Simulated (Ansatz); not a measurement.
Runs of Ansatz 0.2.0 on KZr2. The structure is cubic, space group Fm-3m (No. 225). The conventional cell has a = 7.158 Å, b = 7.158 Å, c = 7.158 Å, α = 90.00°, β = 90.00°, γ = 90.00°. Around K (site symmetry m-3m) lie 8 Zr at 3.10 Å. Zr (site symmetry -43m) has 4 K at 3.10 Å as nearest neighbours. The cell was built by a generator and needn't be a form met in nature.

```csv
task,level,spin,cell,k mesh,cutoff (eV),points for each segment of the path,gap on the mesh (eV),pressure (GPa)
band structure,r2SCAN,off,as given,7 × 7 × 7,500,14,none,-0.4
relaxation of cell and atoms,PBE,off,relaxed,5 × 5 × 5,420,-,none,0.0
band structure,PBE,off,as given,5 × 5 × 5,420,14,none,-0.1
band structure,LDA,off,as given,7 × 7 × 7,420,14,none,(a)
band structure,PBEsol,off,as given,7 × 7 × 7,420,14,none,-2.1
band structure,BLYP,off,as given,7 × 7 × 7,420,14,none,1.8
band structure,PBE,"SOC, no magnetisation",as given,5 × 5 × 5,420,14,none,-0.1
band structure,RPBE,off,as given,7 × 7 × 7,420,14,none,(b)
```

Alike in all rows: potentials or basis Ansatz PAW; smearing fermi-dirac 0.05 eV.

**Question.** Fill in the values left out.

**Answer.** (a) -3.7; (b) 1.5.

Caveats: the PAW data sets come from PBE, with cores solved anew for the run's functional, which leaves a small shift of forces and pressure (some runs); the plane-wave basis is chosen anew once the cell has moved, so the energies of steps on either side of that aren't comparable (some runs).

A k mesh can miss the band edges, and rows without SOC leave out spin-orbit coupling on Zr.

A gap of «none» marks a metal or a gap under the smearing width.
